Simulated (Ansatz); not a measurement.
La3InN, space group Pm-3m: an equation of state with a fit, run with the Python package of Ansatz (0.2.0).

Script `eos.py`:
```python
# -*- coding: utf-8 -*-
import ansatz as az
import numpy as np
from scipy.optimize import curve_fit

VECTORS = np.array([
    [5.1275, 0.0, 0.0],
    [0.0, 5.1275, 0.0],
    [0.0, 0.0, 5.1275],
])
SITES = [
    ('La', (0.5, 0.5, 0.0)),
    ('La', (0.0, 0.5, 0.5)),
    ('La', (0.5, 0.0, 0.5)),
    ('In', (0.0, 0.0, 0.0)),
    ('N', (0.5, 0.5, 0.5)),
]


def crystal_on(cell):
    crystal = az.Crystal(lattice=az.Lattice.of(cell))
    for symbol, position in SITES:
        crystal = crystal.atom(symbol, position)
    return crystal

def vinet(v, e0, v0, b0, b1):
    eta = (v / v0) ** (1 / 3)
    return e0 + 2 * b0 * v0 / (b1 - 1) ** 2 * (2 - (5 + 3 * b1 * (eta - 1) - 3 * eta) * np.exp(-1.5 * (b1 - 1) * (eta - 1)))

volumes, energies, pressures = [], [], []
for scale in np.linspace(0.92, 1.08, 7):
    cell = VECTORS * scale ** (1 / 3)
    job = (
        crystal_on(cell).calculation()
        .functional(az.Functional.R2SCAN, dispersion='d3bjatm')
        .basis(17 * az.Ha)
        .accuracy('medium')
        .occupations('fermi_dirac')
        .scf(algorithm='density_mixing')
        .kpoints(5, 5, 5)
        .stress()
    )
    summary = job.run(threads=1).report
    volumes.append(abs(np.linalg.det(cell)) / len(SITES))
    energies.append(summary['free_energy_ev'] / len(SITES))
    pressures.append(np.trace(summary['stress_gpa']) / 3)
    print(f'V = {volumes[-1]:8.4f} A^3/atom  F = {energies[-1]:.5f} eV/atom  P = {pressures[-1]:8.3f} GPa')

guess = (min(energies), volumes[int(np.argmin(energies))], 0.5, 4.5)
(e0, v0, b0, b1), _ = curve_fit(vinet, np.array(volumes), np.array(energies), p0=guess, maxfev=20000)
print(f'Vinet fit: V0 = {v0:.4f} A^3/atom, B0 = {160.21766 * b0:.1f} GPa, B1 = {b1:.2f}')
print('largest residual', round(1000 * float(np.abs(vinet(np.array(volumes), e0, v0, b0, b1) - energies).max()), 3), 'meV/atom')
```

Its results, one of them left out:

| V (Å³/atom) | F less the lowest row shown (meV/atom) |
| --- | --- |
| 24.805 | 40.37 |
| 25.524 | 16.47 |
| 26.243 | 3.45 |
| 26.962 | 0.00 |
| 27.681 | 4.98 |
| 28.400 | 17.36 |
| 29.119 | ? |

What is the missing energy at 29.119 Å³ an atom?

A third-order Birch-Murnaghan fit, E = E0 + (9 V0 B0 / 16) [(t - 1)³ B' + (t - 1)² (6 - 4t)] with t = (V0/V)^(2/3), through the 6 rows shown gives V0 = 26.882 Å³, B0 = 71.1 GPa, B' = 3.76 and E0 = -0.05 meV. At V = 29.119 Å³, t = 0.94811, and the fit extrapolates to 36.29 meV. The run gave 36.25 meV, a miss of 0.05 meV.

These settings explore the input space; cutoff and mesh may be short of convergence. The cutoff lies under the one recommended for these potentials. Dispersion corrections can be off by several per cent in the lattices of metals, and by several GPa in the pressure at a fixed cell. For a metal this k-point mesh is coarse: on a finer one energies can move by several to tens of meV an atom and pressures by half a GPa or more, differences at one mesh by less. Pressure is positive in compression. The starting cell is as deposited in a crystallographic database; the results hold for this polymorph, which needn't be the stable one. Wall time of the script: 58 s on 1 thread of Arm Neoverse V1, on a shared host, peak memory 0.82 GiB.
